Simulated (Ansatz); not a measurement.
# Ba2Tl5V3O12: elastic constants with PBE

Ba2Tl5V3O12:

```
Ba V Tl O
1.0
     6.48991   -6.67692   -0.04765
     6.48991    6.67692   -0.04765
    -1.96739    0.00000    5.75220
Ba V Tl O
2 3 5 12
Direct
  0.47917 0.52083 0.00000
  0.79264 0.20736 0.00000
  0.65694 0.94605 0.25735
  0.05395 0.34306 0.74265
  0.57442 0.42558 0.50000
  0.49835 0.85629 0.63726
  0.14371 0.50165 0.36274
  0.01508 0.98492 0.50000
  0.30964 0.12677 0.21892
  0.87323 0.69036 0.78108
  0.00390 0.26325 0.44275
  0.59719 0.60676 0.67706
  0.91333 0.42820 0.84635
  0.52536 0.79943 0.20594
  0.68766 0.41628 0.31356
  0.09251 0.20316 0.88601
  0.58372 0.31234 0.68644
  0.79684 0.90749 0.11399
  0.57180 0.08667 0.15365
  0.20057 0.47464 0.79406
  0.73675 0.99610 0.55725
  0.39324 0.40281 0.32294
```

The cell was built by a generator and needn't be a form met in nature.

```
Program             : Ansatz 0.2.0
Task                : elastic constants
Functional          : PBE
Potentials or basis : Ansatz PAW
Cutoff              : 420 eV (not typed: the program's choice for these potentials)
k mesh              : 2 × 2 × 3
Occupations         : gaussian, width 0.01 eV
Spin                : collinear spin, ferromagnetic start
Starting moments    : [0.0, 0.0, 2.0, 2.0, 2.0, 0.0, 0.0, 0.0, 0.0, 0.0, 0.0, 0.0, 0.0, 0.0, 0.0, 0.0, 0.0, 0.0, 0.0, 0.0, 0.0, 0.0] μB
Atoms under strain  : relaxed
```

```yaml
Pressure: 0.0 GPa
Band_gap_on_the_k_mesh: 2.91 eV, indirect (least direct gap 2.96 eV)
Net_moment: 0.00 μB per cell
Absolute_moment: 0.00 μB per cell
Voigt_bulk_modulus: 18 GPa
```

Levels at points of the mesh, in eV from the valence-band top:
Spin up:
| k point | band 94 | band 95 | band 96 | band 97 | band 98 | band 99 | band 100 | band 101 | band 102 | band 103 |
| --- | --- | --- | --- | --- | --- | --- | --- | --- | --- | --- |
| (0.00, 0.00, 0.00) | -0.41 | -0.30 | -0.19 | -0.07 | -0.04 | 2.91 | 3.52 | 3.68 | 3.69 | 3.81 |
| (0.00, -0.50, 0.00) | -0.44 | -0.29 | -0.22 | -0.08 | 0.00 | 3.25 | 3.41 | 3.58 | 3.70 | 3.78 |
| (-0.50, -0.50, 0.00) | -0.36 | -0.28 | -0.22 | -0.17 | -0.01 | 3.30 | 3.44 | 3.55 | 3.61 | 3.68 |
Spin down:
```tsv
k point	band 96	band 97	band 98	band 99	band 100	band 101
(0.00, 0.00, 0.00)	-0.19	-0.07	-0.04	2.91	3.52	3.68
(0.00, -0.50, 0.00)	-0.22	-0.08	0.00	3.25	3.41	3.58
(-0.50, -0.50, 0.00)	-0.22	-0.17	-0.01	3.30	3.44	3.55
```

Elastic tensor in Voigt notation (GPa, in the Cartesian axes of the cell as first typed):
```
26  9 18  0 -3  0
 9 14 10  0  1  0
18 10 45  0 -6  0
 0  0  0  4  0 -1
-3  1 -6  0 13  0
 0  0  0 -1  0  5
```

Run time: 25 min on 8 threads of Arm Neoverse V1, with other jobs on the host, peak memory 2.5 GiB.

Caveat: odd divisions of the mesh miss points on the zone boundary, where band edges often lie, so the gap on the mesh can be too wide; spin-orbit coupling is left out, which as a rule narrows the gap of such compounds by several tenths of an eV. A k mesh can miss the band edges.
